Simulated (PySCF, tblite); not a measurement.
# C₈H₇N: excited states, first hyperpolarisability

What do calculations give for the excited states, first hyperpolarisability of C₈H₇N (`C=C=Cc1ccncc1`)?

Programs: tblite 0.8.0 and PySCF 2.14.0, with routines of our own; each step states its level. All values are computed. Atoms count from 0.

## Step 1: The starting structure

16 atoms, charge 0, multiplicity 1; geometry from: force field or distance geometry start.

## Step 2: Relaxing the molecule with GFN2-xTB

The job: settings as JSON, then the geometry in Å.

```
{"job": {"kind": "relax", "xc": "GFN2-xTB", "basis": "xTB"}, "charge": 0, "multiplicity": 1}
C      3.160900    -0.227700     0.217200
C      2.081800     0.413400    -0.208700
C      1.022200     1.020000    -0.600900
C     -0.249400     0.421500    -0.218700
C     -0.746600    -0.640000    -0.975800
C     -1.939000    -1.271800    -0.681600
N     -2.611900    -0.830200     0.404200
C     -2.152000     0.179100     1.171000
C     -0.961600     0.836500     0.898100
H      3.524400     0.073500     1.175800
H      3.534000    -0.975400    -0.429900
H      1.133400     1.897600    -1.175500
H     -0.148800    -0.932200    -1.830900
H     -2.284300    -2.084500    -1.303900
H     -2.756900     0.479800     2.022700
H     -0.613800     1.649200     1.525600
```

The run is started by

```sh
$ OMP_NUM_THREADS=1 python excited_run.py task.json out
```

One launch serves the whole session: the jobs run in the order shown.

Standard output:

```text
step      E/eV     max force
  0    -639.81928    2.967
  1    -639.87638    5.568
  2    -640.00985    1.307
  3    -640.05818    0.683
  4    -640.11484    0.447
  5    -640.14885    0.384
  6    -640.15983    0.347
  7    -640.17241    0.237
  8    -640.17674    0.201
  9    -640.17941    0.117
 10    -640.18141    0.110
 11    -640.18314    0.113
 12    -640.18423    0.085
 13    -640.18521    0.093
 14    -640.18631    0.095
 15    -640.18744    0.108
 16    -640.18847    0.085
 17    -640.18955    0.103
 18    -640.19097    0.109
 19    -640.19266    0.100
 20    -640.19412    0.089
 21    -640.19524    0.094
 22    -640.19631    0.097
 23    -640.19754    0.101
 24    -640.19887    0.106
 25    -640.20004    0.094
 26    -640.20101    0.079
 27    -640.20201    0.101
 28    -640.20310    0.104
 29    -640.20403    0.085
 30    -640.20473    0.067
 31    -640.20541    0.068
 32    -640.20631    0.089
 33    -640.20735    0.084
 34    -640.20816    0.065
 35    -640.20866    0.062
 36    -640.20910    0.061
 37    -640.20981    0.072
 38    -640.21093    0.103
 39    -640.21240    0.114
 40    -640.21393    0.118
 41    -640.21545    0.109
 42    -640.21686    0.110
 43    -640.21793    0.112
 44    -640.21874    0.112
 45    -640.21954    0.074
 46    -640.22085    0.107
 47    -640.22189    0.122
 48    -640.22313    0.104
 49    -640.22406    0.100
 50    -640.22538    0.106
 51    -640.22751    0.229
 52    -640.23079    0.314
 53    -640.23491    0.440
 54    -640.23777    0.356
 55    -640.24384    0.198
 56    -640.24803    0.231
 57    -640.25317    0.269
 58    -640.25604    0.200
 59    -640.25842    0.134
 60    -640.26026    0.157
 61    -640.26217    0.129
 62    -640.26879    0.161
 63    -640.28029    0.243
 64    -640.29502    0.432
 65    -640.30073    0.433
 66    -640.28179    1.710
 67    -640.32411    0.369
 68    -640.33054    0.252
 69    -640.34012    0.313
 70    -640.35235    0.289
 71    -640.36216    0.259
 72    -640.37511    0.414
 73    -640.37587    0.729
 74    -640.38990    0.231
 75    -640.39286    0.247
 76    -640.39661    0.151
 77    -640.40003    0.128
 78    -640.40176    0.093
 79    -640.40270    0.072
 80    -640.40341    0.065
 81    -640.40431    0.062
 82    -640.40506    0.099
 83    -640.40559    0.094
 84    -640.40602    0.055
 85    -640.40639    0.047
 86    -640.40665    0.039
 87    -640.40684    0.031
 88    -640.40697    0.027
 89    -640.40709    0.027
 90    -640.40720    0.027
 91    -640.40730    0.025
 92    -640.40738    0.022
 93    -640.40749    0.026
 94    -640.40760    0.031
 95    -640.40771    0.031
 96    -640.40780    0.028
 97    -640.40788    0.024
 98    -640.40796    0.027
 99    -640.40806    0.038
100    -640.40819    0.051
101    -640.40833    0.053
102    -640.40846    0.041
103    -640.40858    0.026
104    -640.40870    0.027
105    -640.40880    0.024
106    -640.40888    0.024
107    -640.40894    0.018
108    -640.40898    0.014
109    -640.40900    0.011
110    -640.40901    0.009
```

Wall time 0.7 s (1 thread of Arm Neoverse V1, shared host).

Along the way: (not every step is listed)

| step | energy from step 0 (eV) | largest force (eV/Å) |
| --- | --- | --- |
| 0 | 0.0000 | 2.9672 |
| 1 | -0.0571 | 5.5678 |
| 2 | -0.1906 | 1.3067 |
| 3 | -0.2389 | 0.6831 |
| 4 | -0.2956 | 0.4470 |
| 5 | -0.3296 | 0.3840 |
| 6 | -0.3406 | 0.3470 |
| 7 | -0.3531 | 0.2370 |
| 8 | -0.3575 | 0.2014 |
| 17 | -0.3703 | 0.1034 |
| 26 | -0.3817 | 0.0786 |
| 35 | -0.3894 | 0.0623 |
| 44 | -0.3995 | 0.1121 |
| 53 | -0.4156 | 0.4400 |
| 62 | -0.4495 | 0.1612 |
| 71 | -0.5429 | 0.2593 |
| 80 | -0.5841 | 0.0646 |
| 89 | -0.5878 | 0.0270 |
| 98 | -0.5887 | 0.0269 |
| 105 | -0.5895 | 0.0244 |
| 106 | -0.5896 | 0.0242 |
| 107 | -0.5897 | 0.0177 |
| 108 | -0.5897 | 0.0136 |
| 109 | -0.5897 | 0.0110 |
| 110 | -0.5897 | 0.0093 |

Close pairs (by a distance rule), those that changed most:

| bond | before (Å) | after (Å) | change (Å) |
| --- | --- | --- | --- |
| C0–C1 | 1.325 | 1.291 | -0.034 |
| C2–H11 | 1.055 | 1.084 | +0.029 |
| C5–N6 | 1.352 | 1.324 | -0.028 |
| N6–C7 | 1.348 | 1.322 | -0.026 |
| C1–C2 | 1.282 | 1.306 | +0.023 |
| C0–H10 | 1.057 | 1.079 | +0.022 |
| C0–H9 | 1.069 | 1.079 | +0.010 |
| C3–C8 | 1.388 | 1.395 | +0.007 |

The next job starts from the end point, and lists it.

## Step 3: Infrared spectrum with GFN2-xTB

The job: settings as JSON, then the geometry in Å.

```
{"job": {"kind": "ir", "xc": "GFN2-xTB", "basis": "xTB"}, "charge": 0, "multiplicity": 1}
C      3.274138    -0.254605    -0.568307
C      2.211255     0.328356    -0.123578
C      1.130508     0.908822     0.323239
C     -0.209682     0.349378     0.210319
C     -0.450549    -0.884556    -0.398464
C     -1.750079    -1.349858    -0.470105
N     -2.793891    -0.690896     0.008750
C     -2.569172     0.477660     0.585668
C     -1.311937     1.041368     0.713335
H      3.854196    -0.925963     0.045219
H      3.637812    -0.090100    -1.570527
H      1.208700     1.872652     0.812138
H      0.369091    -1.458458    -0.803555
H     -1.974449    -2.301707    -0.934405
H     -3.446403     0.986534     0.964374
H     -1.187137     2.000317     1.194488
```

Standard output:

```text
mode    cm-1     km/mol
  1      54.1      0.11
  2     107.3      0.10
  3     183.8      1.18
  4     301.3      0.76
  5     308.8      2.24
  6     334.2      0.02
  7     419.1      5.86
  8     419.9      1.17
  9     584.4      2.06
 10     598.0      9.49
 11     629.5      0.99
 12     701.7      4.07
 13     797.4     10.90
 14     821.6     38.09
 15     857.3     17.20
 16     868.1     14.42
 17     880.3      0.72
 18     912.6      0.59
 19     923.6      0.01
 20     954.2      0.73
 21    1009.7      7.94
 22    1096.8      3.94
 23    1114.9      0.45
 24    1129.5      0.11
 25    1196.1     10.45
 26    1214.9      0.51
 27    1269.6      1.84
 28    1288.9      0.57
 29    1319.8     13.04
 30    1381.1      4.24
 31    1427.8      6.21
 32    1474.1      2.08
 33    1552.8     12.36
 34    1578.2    187.22
 35    2067.9    267.16
 36    3027.5     17.98
 37    3053.3     36.06
 38    3053.7     36.25
 39    3070.4     13.99
 40    3075.2     10.45
 41    3079.4     44.56
 42    3089.2     26.37
```

It took 0.51 s on 1 thread of Arm Neoverse V1, shared host.

The strongest bands and the atoms that carry them (share of the mass-weighted mode):

| cm⁻¹ | km/mol | atoms |
| --- | --- | --- |
| 822 | 38.1 | C2 20 %, H10 12 %, H9 12 %, C5 12 % |
| 1578 | 187.2 | C7 21 %, C5 21 %, C4 20 %, C8 19 % |
| 2068 | 267.2 | C1 68 %, C0 17 %, C2 14 % |
| 3028 | 18.0 | H11 93 % |
| 3053 | 36.1 | H14 77 %, H13 12 % |
| 3054 | 36.2 | H13 79 %, H14 12 % |
| 3079 | 44.6 | H15 89 % |
| 3089 | 26.4 | H12 91 % |

## Step 4: Excited states: TDA B3LYP/def2-SVP

Settings changed since step 3:

```diff
@@ -1,2 +1,2 @@
-{"job": {"kind": "ir", "xc": "GFN2-xTB", "basis": "xTB"}, "charge": 0, "multiplicity": 1}
+{"job": {"kind": "states", "xc": "B3LYP", "basis": "def2-SVP", "tda": true, "soc": true, "nstates": 5, "ntriplets": 5, "nquad": 4}, "charge": 0, "multiplicity": 1}
 C      3.274138    -0.254605    -0.568307
```

Method: TDA B3LYP/def2-SVP excited states, vertical, gas phase, spin-orbit mean-field couplings.

Standard output:

```text
coarse grid: 14096 points
cycle   1  E = -363.3723645821  dE =  1.510e+00  |g| = 3.977e-01  |ddm| = 4.950e+00
cycle   2  E = -363.3637595878  dE =  8.605e-03  |g| = 4.671e-01  |ddm| = 1.145e+00
cycle   3  E = -363.4145412774  dE = -5.078e-02  |g| = 1.230e-01  |ddm| = 6.082e-01
cycle   4  E = -363.4177787957  dE = -3.238e-03  |g| = 4.271e-02  |ddm| = 1.593e-01
cycle   5  E = -363.4182127873  dE = -4.340e-04  |g| = 1.768e-02  |ddm| = 7.013e-02
cycle   6  E = -363.4182963165  dE = -8.353e-05  |g| = 3.623e-03  |ddm| = 2.158e-02
cycle   7  E = -363.4182990978  dE = -2.781e-06  |g| = 1.471e-03  |ddm| = 4.881e-03
final grid: 138264 points
cycle   8  E = -363.4888116362  dE = -3.753e-05  |g| = 5.111e-03  |ddm| = 3.934e-02
cycle   9  E = -363.4888084108  dE =  3.225e-06  |g| = 6.339e-03  |ddm| = 1.332e-02
cycle  10  E = -363.4888184507  dE = -1.004e-05  |g| = 1.418e-03  |ddm| = 7.503e-03
cycle  11  E = -363.4888189919  dE = -5.412e-07  |g| = 2.557e-04  |ddm| = 1.758e-03
cycle  12  E = -363.4888190056  dE = -1.363e-08  |g| = 1.351e-04  |ddm| = 4.391e-04
cycle  13  E = -363.4888190103  dE = -4.780e-09  |g| = 3.242e-05  |ddm| = 1.615e-04
cycle  14  E = -363.4888190106  dE = -2.253e-10  |g| = 1.241e-05  |ddm| = 4.667e-05
converged SCF energy = -363.4888190106

Singlet excitations
state   eV       nm        f     d(h-e)  d(exc)  Lambda  PR(NTO)  |dmu|/D   mu/D   main configurations
  1   4.3765   283.3   0.00293   2.372   3.659   0.409   1.002    5.998    3.310   H-1->L 0.98
  2   5.0292   246.5   0.00012   1.250   2.620   0.368   1.002    2.520    0.292   H-1->L+1 1.00
  3   5.0969   243.3   0.01464   0.403   3.302   0.558   1.911    1.047    1.697   H-2->L 0.61, H->L+1 0.37
  4   5.2423   236.5   0.00009   1.416   3.415   0.403   1.387    3.762    6.416   H-3->L 0.81, H->L+2 0.16
  5   5.4752   226.4   0.14945   0.563   3.329   0.531   1.239                     H->L+2 0.59, H->L 0.25, H-3->L 0.12

Triplet excitations (Tamm-Dancoff)
state   eV     d(h-e)  d(exc)  Lambda  PR(NTO)   main configurations
  1   3.4501   0.108   2.996   0.847   1.135   H->L 0.93
  2   3.7950   1.939   3.309   0.407   1.003   H-1->L 0.92
  3   4.3707   0.896   3.056   0.584   1.152   H-2->L 0.88
  4   4.6256   0.045   2.455   0.889   1.241   H-2->L+1 0.85
  5   4.8932   1.232   2.606   0.368   1.005   H-1->L+1 0.99
S1 - T1 = 0.9264 eV

Spin-orbit couplings |<S|Hso|T>| (cm-1)
             T1       T2       T3       T4       T5
S0        0.018   22.045    0.036    0.024    3.576
S1        7.371    0.011    1.418    0.837    0.399
S2        0.487    0.225    2.140    1.694    0.060
S3        0.040    1.255    0.015    0.049    5.808
S4        0.304    0.790    0.740    0.368    0.029
S5        3.900    3.775    0.324    0.903    0.308
T1 sublevels (cm-1): 0.000 0.000 0.012   radiative rates (1/s): 1.49 1.58e-05 1.76
```

Wall time 23 s (1 thread of Arm Neoverse V1, shared host); peak memory 0.76 GiB.

Key values:

| quantity | value |
| --- | --- |
| S1 less T1 | 0.93 eV |

## Step 5: Excited states: TDDFT B3LYP/def2-SVPD

Settings changed since step 4:

```diff
@@ -1,2 +1,2 @@
-{"job": {"kind": "states", "xc": "B3LYP", "basis": "def2-SVP", "tda": true, "soc": true, "nstates": 5, "ntriplets": 5, "nquad": 4}, "charge": 0, "multiplicity": 1}
+{"job": {"kind": "states", "xc": "B3LYP", "basis": "def2-SVPD", "tpa": true, "nstates": 6, "nquad": 5, "ntriplets": 0}, "charge": 0, "multiplicity": 1}
 C      3.274138    -0.254605    -0.568307
```

Method: TDDFT B3LYP/def2-SVPD excited states, vertical, gas phase, two-photon moments by quadratic response.

Standard output:

```text
coarse grid: 14096 points
cycle   1  E = -363.3907619418  dE =  1.499e+00  |g| = 4.030e-01  |ddm| = 1.511e+01
cycle   2  E = -363.3779266941  dE =  1.284e-02  |g| = 4.868e-01  |ddm| = 6.708e+00
cycle   3  E = -363.4336675170  dE = -5.574e-02  |g| = 1.282e-01  |ddm| = 4.566e+00
cycle   4  E = -363.4370560863  dE = -3.389e-03  |g| = 4.525e-02  |ddm| = 7.361e-01
cycle   5  E = -363.4375485881  dE = -4.925e-04  |g| = 1.793e-02  |ddm| = 2.788e-01
cycle   6  E = -363.4376328759  dE = -8.429e-05  |g| = 4.330e-03  |ddm| = 5.075e-02
cycle   7  E = -363.4376371072  dE = -4.231e-06  |g| = 1.431e-03  |ddm| = 2.316e-02
final grid: 138264 points
cycle   8  E = -363.5079074797  dE = -4.417e-05  |g| = 5.154e-03  |ddm| = 3.197e-01
cycle   9  E = -363.5079030907  dE =  4.389e-06  |g| = 6.720e-03  |ddm| = 5.419e-02
cycle  10  E = -363.5079142973  dE = -1.121e-05  |g| = 1.453e-03  |ddm| = 3.159e-02
cycle  11  E = -363.5079148580  dE = -5.607e-07  |g| = 2.981e-04  |ddm| = 5.463e-03
cycle  12  E = -363.5079148780  dE = -1.992e-08  |g| = 1.361e-04  |ddm| = 1.790e-03
cycle  13  E = -363.5079148826  dE = -4.669e-09  |g| = 3.487e-05  |ddm| = 5.053e-04
cycle  14  E = -363.5079148829  dE = -2.625e-10  |g| = 1.369e-05  |ddm| = 1.848e-04
converged SCF energy = -363.5079148829

Singlet excitations
state   eV       nm        f     d(h-e)  d(exc)  Lambda  PR(NTO)  |dmu|/D   mu/D   delta(TPA)   sigma/GM   main configurations
  1   4.3631   284.2   0.00211   2.332   3.665   0.415   1.005    5.883    3.054        3.14      0.022   H-1->L 0.98
  2   4.9935   248.3   0.02996   0.392   3.307   0.570   1.888    1.069    1.845       51.24      0.468   H-2->L 0.63, H->L+1 0.34
  3   5.0464   245.7   0.00013   1.277   2.707   0.382   1.003    2.706    0.269        0.10      0.001   H-1->L+1 1.00
  4   5.0797   244.1   0.38905   0.537   3.417   0.807   1.169    1.231    4.068       80.47      0.761   H->L 0.93
  5   5.1817   239.3   0.00014   1.107   3.454   0.403   1.621    2.947    5.742        0.03      0.000   H-3->L 0.72, H->L+2 0.25
  6   5.3597   231.3   0.00003   0.689   3.451   0.416   1.610                                            H->L+2 0.73, H-3->L 0.25
```

It took 50 s on 1 thread of Arm Neoverse V1, shared host; peak memory 0.9 GiB.

## Step 6: First hyperpolarisability: quadratic response CAM-B3LYP/def2-SVPD

Settings changed since step 5:

```diff
@@ -1,2 +1,2 @@
-{"job": {"kind": "states", "xc": "B3LYP", "basis": "def2-SVPD", "tpa": true, "nstates": 6, "nquad": 5, "ntriplets": 0}, "charge": 0, "multiplicity": 1}
+{"job": {"kind": "beta", "xc": "CAM-B3LYP", "basis": "def2-SVPD", "wavelengths": [1064, 800]}, "charge": 0, "multiplicity": 1}
 C      3.274138    -0.254605    -0.568307
```

Level: quadratic response CAM-B3LYP/def2-SVPD first hyperpolarisability, Taylor convention, gas phase.

Standard output:

```text
coarse grid: 14096 points
cycle   1  E = -363.1846917992  dE =  1.859e+00  |g| = 3.532e-01  |ddm| = 1.454e+01
cycle   2  E = -363.1977480715  dE = -1.306e-02  |g| = 3.463e-01  |ddm| = 4.872e+00
cycle   3  E = -363.2222902198  dE = -2.454e-02  |g| = 8.025e-02  |ddm| = 2.968e+00
cycle   4  E = -363.2235987280  dE = -1.309e-03  |g| = 3.572e-02  |ddm| = 5.321e-01
cycle   5  E = -363.2239342953  dE = -3.356e-04  |g| = 9.196e-03  |ddm| = 1.679e-01
cycle   6  E = -363.2239569045  dE = -2.261e-05  |g| = 2.539e-03  |ddm| = 3.263e-02
cycle   7  E = -363.2239589938  dE = -2.089e-06  |g| = 9.823e-04  |ddm| = 1.030e-02
final grid: 138264 points
cycle   8  E = -363.2969816197  dE = -3.762e-05  |g| = 2.914e-03  |ddm| = 2.092e-01
cycle   9  E = -363.2969827447  dE = -1.125e-06  |g| = 2.294e-03  |ddm| = 2.377e-02
cycle  10  E = -363.2969840390  dE = -1.294e-06  |g| = 3.845e-04  |ddm| = 9.794e-03
cycle  11  E = -363.2969840663  dE = -2.736e-08  |g| = 2.184e-04  |ddm| = 2.645e-03
cycle  12  E = -363.2969840784  dE = -1.202e-08  |g| = 5.418e-05  |ddm| = 1.010e-03
cycle  13  E = -363.2969840791  dE = -7.573e-10  |g| = 1.185e-05  |ddm| = 3.234e-04
converged SCF energy = -363.2969840791

Lowest singlets (eV, f): 4.8617 0.0032  5.2662 0.0687  5.3292 0.3868

First hyperpolarisability (au)
process     nm      |vector|   parallel      HRS      DR
static         -       88.30      51.59      61.24   2.156
shg       1064.0      135.01      79.29      84.78   2.357
eope      1064.0      101.26      59.27          -       -
shg        800.0      193.96     114.33     114.22    2.52
eope       800.0      112.82      66.12          -       -
```

Wall time 53 s (1 thread of Arm Neoverse V1, shared host); peak memory 0.97 GiB.

## Step 7: What came out

```
                                                 quantity                                              value
                strongest single infrared mode (GFN2-xTB)                              2068 cm⁻¹, 267 km/mol
                             zero-point energy (GFN2-xTB)                                      76.1 kcal/mol
                  S1 less T1 (step 4, TDA B3LYP/def2-SVP)                                            0.93 eV
β vector (step 6, quadratic response CAM-B3LYP/def2-SVPD)  static 88, SHG 1064.0 nm 135, SHG 800.0 nm 194 au
```

**Reading.** All 42 modes are real, so the xTB geometry is a minimum. The strongest single mode, at 2068 cm⁻¹, moves mainly C1. Unscaled tight-binding wavenumbers are off by several per cent, some by more. Its intensities can rank the bands wrongly. In step 4, the number of triplets below S1 is 3, and the largest singlet-triplet spin-orbit coupling is S0–T2, 22.05 cm⁻¹. β grows from 88 au (static) to 194 au for doubling at 800.0 nm: normal dispersion, which grows as twice the photon energy moves toward the bright states.
